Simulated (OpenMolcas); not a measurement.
# C2H6AlF (SMILES [CH3][Al]([CH3])[F]): a chain of runs

Aim: a single-point energy (HF/ANO-RCC-MB), then a single-point energy (CASSCF(2,2)/ANO-RCC-VDZP), then an energy scan (CASPT2(2,2)/ANO-RCC-VDZP), then the energy along one coordinate (SC-NEVPT2(2,2)/ANO-RCC-VDZP), then the energy along one coordinate (MC-PDFT[tPBE](2,2)/ANO-RCC-VDZP) of C2H6AlF. 

The calculation is run with OpenMolcas 26.06.

**1. Starting point**

C2H6AlF: 10 atoms, total charge 0, spin state singlet. As SMILES, `[CH3][Al]([CH3])[F]`. Geometry: relaxed at PBE0-D4/def2-TZVP.

Bond lengths: C1–Al2 1.943 Å, Al2–C3 1.942 Å, Al2–F4 1.659 Å, C1–H5 1.092 Å, C1–H6 1.095 Å, C1–H7 1.095 Å, C3–H8 1.095 Å, C3–H9 1.093 Å, C3–H10 1.095 Å. Some angles: C1–Al2–C3 126.3°, C1–Al2–F4 117.4°, C3–Al2–F4 116.3°, Al2–C1–H5 112.4°, Al2–C1–H6 110.9°, Al2–C1–H7 111.1°, Al2–C3–H8 110.9°, Al2–C3–H9 112.6°, Al2–C3–H10 110.9°, H5–C1–H6 107.9°.

**2. A single-point energy at HF/ANO-RCC-MB (DKH2) (run 1)**

Contents of struct.xyz:

```xyz
10

C     -0.566700     1.412600    -0.858500
Al    -0.288600    -0.445300    -0.364300
C      0.794700    -1.093100     1.112200
F     -1.047300    -1.600600    -1.281300
H     -1.184400     1.517100    -1.752900
H     -1.054000     1.963400    -0.046800
H      0.387100     1.917300    -1.043800
H      0.189400    -1.676700     1.813200
H      1.269800    -0.283800     1.672000
H      1.583200    -1.762300     0.753400
```

Contents of step1.inp:

```
* C2H6AlF Hartree-Fock

&GATEWAY
 Coord
 struct.xyz
 Basis
 ANO-RCC-MB
 Group
 NoSym

&SEWARD

&SCF
 PrOrbitals
 0

&LOCALISATION
 Occupied
 Freeze
 Pipek-Mezey

&LOCALISATION
 FileOrb
 $Project.LocOrb
 Virtual
 Pipek-Mezey
```

Launch:

```sh
$ export MOLCAS_MEM=1860
$ pymolcas step1.inp > step1.log
```

The log of the run:

```text
--- Start Module: gateway ---
[...]
--- Stop Module: gateway /rc=_RC_ALL_IS_WELL_ ---
[...]
      Basis functions           30
[...]
       Convergence after   9 Iterations
[...]
::    Total SCF energy                               -421.0859542375
[...]
      Total spin, S                                     0.0000000000
[...]
      Total electronic charge=   40.000000
      Total            charge=   -0.000000
[...]
      Dipole Moment (debye):
      Origin of the operator (angstrom)=   -0.3124   -0.4854   -0.3909
                   X=  8.8496E-01               Y=  1.3377E+00               Z=  1.0678E+00           Total=  1.9269E+00
      Quadrupole Moment (debye*angstrom):
[...]
--- Start Module: localisation ---
[...]
--- Stop Module: localisation /rc=_RC_ALL_IS_WELL_ ---
--- Start Module: localisation ---
[...]
--- Stop Module: localisation /rc=_RC_ALL_IS_WELL_ ---
[...]
```

Run time: 3.6 s. Hardware: 1 thread of Arm Neoverse V1, shared host; peak memory 0.38 GiB.

**3. A single-point energy at CASSCF(2,2)/ANO-RCC-VDZP (DKH2, RICD fitting) (run 2)**

struct.xyz is that of step 2.

Contents of step2.inp:

```
* C2H6AlF CASSCF
>>> EXPORT MOLCAS_PRINT=2
&GATEWAY
COORD=struct.xyz
BASIS=ANO-RCC-MB
GROUP=NoSym
&SEWARD
&RASSCF
FILEORB=$CurrDir/step1.LocOrb
ALTER=2
1 13 20
1 21 29
SPIN=1
NACTEL=2 0 0
INACTIVE=19
RAS2=2
ORBLISTING=Nothing
>>> COPY $Project.RunFile RUNFIL1
>>> COPY $Project.RasOrb INPORB
&GATEWAY
COORD=struct.xyz
BASIS=ANO-RCC-VDZP
GROUP=NoSym
RICD
&SEWARD
>>> COPY $Project.RunFile RUNFIL2
&EXPBAS
&RASSCF
FILEORB=$Project.ExpOrb
SPIN=1
NACTEL=2 0 0
INACTIVE=19
RAS2=2
ORBLISTING=Nothing
ORBAPPEAR=Compact
```

Launch:

```sh
$ export MOLCAS_MEM=1860
$ pymolcas step2.inp > step2.log
```

The log of the run:

```text
--- Start Module: gateway ---
[...]
--- Stop Module: gateway /rc=_RC_ALL_IS_WELL_ ---
[...]
      Basis functions           30
[...]
      Number of active orbitals                  2
[...]
      Spin quantum number                      0.0
[...]
      Active orbitals                            2
[...]
      Number of CSFs                             3
[...]
      Number of root(s) required                 1
[...]
      Convergence after 10 iterations
[...]
      printout of CI-coefficients larger than  0.05 for root  1
      energy=    -421.100220
      conf/sym  11     Coeff  Weight
             1  20   0.99555 0.99111
             3  02  -0.09427 0.00889
      Natural orbitals and occupation numbers for root  1
      sym 1:   1.982225   0.017775
      ************************************************************************************************************************
      *                                                    Final results                                                     *
[...]
::    RASSCF root number  1 Total energy:   -421.10021969
[...]
      Basis functions           90
[...]
--- Start Module: expbas ---
[...]
--- Stop Module: expbas /rc=_RC_ALL_IS_WELL_ ---
--- Start Module: rasscf ---
[...]
      Convergence after 14 iterations
[...]
      Natural orbitals and occupation numbers for root  1
      sym 1:   1.983083   0.016917
      ************************************************************************************************************************
      *                                                    Final results                                                     *
[...]
::    RASSCF root number  1 Total energy:   -421.31009435
[...]
      Total electronic charge=   40.000000
      Total            charge=   -0.000000
[...]
      Dipole Moment (debye):
      Origin of the operator (angstrom)=   -0.3124   -0.4854   -0.3909
                   X=  1.1092E+00               Y=  1.6576E+00               Z=  1.3414E+00           Total=  2.4036E+00
      Quadrupole Moment (debye*angstrom):
[...]
--- Stop Module: rasscf /rc=_RC_ALL_IS_WELL_ ---
[...]
```

Wall time 11 s (1 thread of Arm Neoverse V1, shared host); peak memory 0.38 GiB.

**4. An energy scan at CASPT2(2,2)/ANO-RCC-VDZP (DKH2, RICD fitting, ipea shift 0.25 Eh, pt2 variant SS) (run 3)**

Contents of step3.inp:

```
* C2H6AlF CASPT2
>>> COPY $CurrDir/step2.RasOrb $Project.RasOrb
>>> ForEach K in (1, 2, 3, 4, 5, 6, 7, 8, 9)

&GATEWAY
  Coord = $CurrDir/point$K.xyz
  Basis = ANO-RCC-VDZP
  Group = NoSym
  RICD

&SEWARD

&RASSCF
  FileOrb = $Project.RasOrb
  Spin = 1
  Nactel = 2 0 0
  Inactive = 19
  Ras2 = 2
  OrbListing = Nothing
  OrbAppear = Compact

&CASPT2
  Imaginary = 0.2
  Frozen = 8
>>> EndDo
```

Launch:

```sh
$ export MOLCAS_MEM=1860
$ pymolcas step3.inp > step3.log
```

The log of the run:

```text
[...]
      Basis functions           90
[...]
      Number of active orbitals                  2
[...]
      Spin quantum number                      0.0
[...]
      Active orbitals                            2
[...]
      Number of CSFs                             3
[...]
      Number of root(s) required                 1
[...]
      Convergence after 13 iterations
[...]
      Natural orbitals and occupation numbers for root  1
      sym 1:   1.988244   0.011756
      ************************************************************************************************************************
      *                                                    Final results                                                     *
[...]
::    RASSCF root number  1 Total energy:   -421.29896941
[...]
::    CASPT2 Root  1     Total energy:   -421.84749544
[...]
      Convergence after 13 iterations
[...]
      Natural orbitals and occupation numbers for root  1
      sym 1:   1.983082   0.016918
      ************************************************************************************************************************
      *                                                    Final results                                                     *
[...]
      Convergence after 12 iterations
[...]
      Natural orbitals and occupation numbers for root  1
      sym 1:   1.851872   0.148128
      ************************************************************************************************************************
      *                                                    Final results                                                     *
[...]
      Convergence after 11 iterations
[...]
      Natural orbitals and occupation numbers for root  1
      sym 1:   1.711944   0.288056
      ************************************************************************************************************************
      *                                                    Final results                                                     *
[...]
      Convergence after 11 iterations
[...]
      Natural orbitals and occupation numbers for root  1
      sym 1:   1.476349   0.523651
      ************************************************************************************************************************
      *                                                    Final results                                                     *
[...]
::    RASSCF root number  1 Total energy:   -421.15971755
[...]
::    CASPT2 Root  1     Total energy:   -421.69400189
[...]
      Convergence after 10 iterations
[...]
::    RASSCF root number  1 Total energy:   -421.14986777
[...]
::    CASPT2 Root  1     Total energy:   -421.68216044
[...]
```

It took 71 s on 1 thread of Arm Neoverse V1, shared host; peak memory 0.083 GiB.

The scan, from its lowest point:

| H5–C1 (Å) | energy (kJ/mol) |
| --- | --- |
| 0.983 | 27.0 |
| 1.092 | 0.0 |
| 1.201 | 13.5 |
| 1.365 | 69.6 |
| 1.583 | 163.7 |
| 1.856 | 271.2 |
| 2.184 | 364.1 |
| 2.621 | 430.0 |
| 3.276 | 461.1 |

**5. An energy scan at SC-NEVPT2(2,2)/ANO-RCC-VDZP (DKH2, RICD fitting, pt2 variant SC-NEVPT2) (run 4)**

Contents of step4.input:

```
>>> EXPORT MOLCAS_PRINT=2
>>> COPY $CurrDir/step2.RasOrb $Project.RasOrb
>>> ForEach K in (1, 2, 3, 4, 5, 6, 7, 8, 9)

&GATEWAY
  Coord=$CurrDir/point$K.xyz
  Basis=ANO-RCC-VDZP
  Group=NoSym
  RICD

&SEWARD

&RASSCF
  FileOrb=$Project.RasOrb
  Spin=1
  Nactel=2 0 0
  Inactive=19
  Ras2=2
  OrbListing=Nothing
  OrbAppear=Compact

&CASPT2
  SC-NEVPT2
  Frozen=8
>>> EndDo
```

Launch:

```sh
$ export MOLCAS_MEM=1860
$ pymolcas step4.input > step4.log
```

The log of the run:

```text
[...]
      Basis functions           90
[...]
      Number of active orbitals                  2
[...]
      Spin quantum number                      0.0
[...]
      Active orbitals                            2
[...]
      Number of CSFs                             3
[...]
      Number of root(s) required                 1
[...]
      Convergence after 13 iterations
[...]
      printout of CI-coefficients larger than  0.05 for root  1
      energy=    -421.298969
      conf/sym  11     Coeff  Weight
             1  20   0.99706 0.99412
             3  02  -0.07667 0.00588
      Natural orbitals and occupation numbers for root  1
      sym 1:   1.988244   0.011756
      ************************************************************************************************************************
      *                                                    Final results                                                     *
[...]
::    RASSCF root number  1 Total energy:   -421.29896941
[...]
      E2 (Variational):          -0.5455187942
[...]
::    SC-NEVPT2 Root  1     Total energy:   -421.84445343
[...]
      Convergence after 13 iterations
[...]
      Natural orbitals and occupation numbers for root  1
      sym 1:   1.983082   0.016918
      ************************************************************************************************************************
      *                                                    Final results                                                     *
[...]
      Convergence after 12 iterations
[...]
      Natural orbitals and occupation numbers for root  1
      sym 1:   1.851872   0.148128
      ************************************************************************************************************************
      *                                                    Final results                                                     *
[...]
      Convergence after 11 iterations
[...]
      Natural orbitals and occupation numbers for root  1
      sym 1:   1.711944   0.288056
      ************************************************************************************************************************
      *                                                    Final results                                                     *
[...]
      Convergence after 11 iterations
[...]
::    RASSCF root number  1 Total energy:   -421.15971755
[...]
::    SC-NEVPT2 Root  1     Total energy:   -421.69154292
[...]
      Convergence after 10 iterations
[...]
::    RASSCF root number  1 Total energy:   -421.14986777
[...]
      E2 (Variational):          -0.5300753360
[...]
      Reference weight:           0.85179
[...]
::    SC-NEVPT2 Root  1     Total energy:   -421.67994310
[...]
```

Run time: 68 s. Hardware: 1 thread of Arm Neoverse V1, shared host; peak memory 0.083 GiB.

The scan, from its lowest point:

| H5–C1 (Å) | energy (kJ/mol) |
| --- | --- |
| 0.983 | 28.2 |
| 1.092 | 0.0 |
| 1.201 | 12.4 |
| 1.365 | 67.3 |
| 1.583 | 160.8 |
| 1.856 | 269.0 |
| 2.184 | 363.1 |
| 2.621 | 429.7 |
| 3.276 | 460.1 |

**6. An energy scan at MC-PDFT[tPBE](2,2)/ANO-RCC-VDZP (DKH2, RICD fitting) (run 5)**

Contents of step5.input:

```
>>> COPY $CurrDir/step2.RasOrb $Project.RasOrb
>>> ForEach K in (1, 2, 3, 4, 5, 6, 7, 8, 9)
&GATEWAY
COORD = $CurrDir/point$K.xyz
BASIS = ANO-RCC-VDZP
GROUP = NoSym
RICD
&SEWARD
&RASSCF
FILEORB = $Project.RasOrb
SPIN = 1
NACTEL = 2 0 0
INACTIVE = 19
RAS2 = 2
ORBLISTING = Nothing
ORBAPPEAR = Compact
&MCPDFT
KSDFT = T:PBE
>>> EndDo
```

Launch:

```sh
$ export MOLCAS_MEM=1860
$ pymolcas step5.input > step5.log
```

The log of the run:

```text
--- Start Module: gateway ---
[...]
      Basis functions           90
[...]
      Number of active orbitals                  2
[...]
      Spin quantum number                      0.0
[...]
      Active orbitals                            2
[...]
      Number of CSFs                             3
[...]
      Number of root(s) required                 1
[...]
      Convergence after 13 iterations
[...]
      printout of CI-coefficients larger than  0.05 for root  1
      energy=    -421.298969
      conf/sym  11     Coeff  Weight
             1  20   0.99706 0.99412
             3  02  -0.07667 0.00588
      Natural orbitals and occupation numbers for root  1
      sym 1:   1.988244   0.011756
      ************************************************************************************************************************
      *                                                    Final results                                                     *
[...]
::    RASSCF root number  1 Total energy:   -421.29896941
[...]
::    MCPDFT root number  1 Total energy:   -422.43069493
[...]
      Convergence after 13 iterations
[...]
      Natural orbitals and occupation numbers for root  1
      sym 1:   1.983082   0.016918
      ************************************************************************************************************************
      *                                                    Final results                                                     *
[...]
      Convergence after 12 iterations
[...]
      Natural orbitals and occupation numbers for root  1
      sym 1:   1.851872   0.148128
      ************************************************************************************************************************
      *                                                    Final results                                                     *
[...]
      Convergence after 11 iterations
[...]
      Natural orbitals and occupation numbers for root  1
      sym 1:   1.711944   0.288056
      ************************************************************************************************************************
      *                                                    Final results                                                     *
[...]
      Convergence after 11 iterations
[...]
::    RASSCF root number  1 Total energy:   -421.15971755
[...]
::    MCPDFT root number  1 Total energy:   -422.26785531
[...]
      Convergence after 10 iterations
[...]
::    RASSCF root number  1 Total energy:   -421.14986777
[...]
      Total electronic charge=   40.000000
      Total            charge=   -0.000000
[...]
::    MCPDFT root number  1 Total energy:   -422.25508431
[...]
```

It took 79 s on 1 thread of Arm Neoverse V1, shared host; peak memory 0.083 GiB.

The scan, from its lowest point:

```
H5–C1 (Å)  energy (kJ/mol)
    0.983             26.9
    1.092              0.0
    1.201             13.3
    1.365             69.2
    1.583            164.6
    1.856            277.1
    2.184            379.0
    2.621            454.4
    3.276            488.0
```

**7. Summary of results**

| quantity | value |
| --- | --- |
| run 1, HF/ANO-RCC-MB: total energy | -421.08595 Eh |
| run 1, HF/ANO-RCC-MB: dipole moment | 1.93 D |
| run 1, HF/ANO-RCC-MB: HOMO energy | -11.79 eV |
| run 1, HF/ANO-RCC-MB: LUMO energy | 2.36 eV |
| run 1, HF/ANO-RCC-MB: HOMO–LUMO gap | 14.15 eV |
| run 2, CASSCF(2,2)/ANO-RCC-VDZP: total energy | -421.31009 Eh |
| run 2, CASSCF(2,2)/ANO-RCC-VDZP: dipole moment (CASSCF density) | 2.40 D |
| run 3, CASPT2(2,2)/ANO-RCC-VDZP: lowest energy of the scan | -421.85778 Eh |
| run 4, SC-NEVPT2(2,2)/ANO-RCC-VDZP: lowest energy of the scan | -421.85520 Eh |
| run 5, MC-PDFT[tPBE](2,2)/ANO-RCC-VDZP: lowest energy of the scan | -422.44094 Eh |

Mulliken charges (run 1, HF/ANO-RCC-MB) run from -0.81 on C1 to +1.50 on Al2; they depend strongly on the basis.
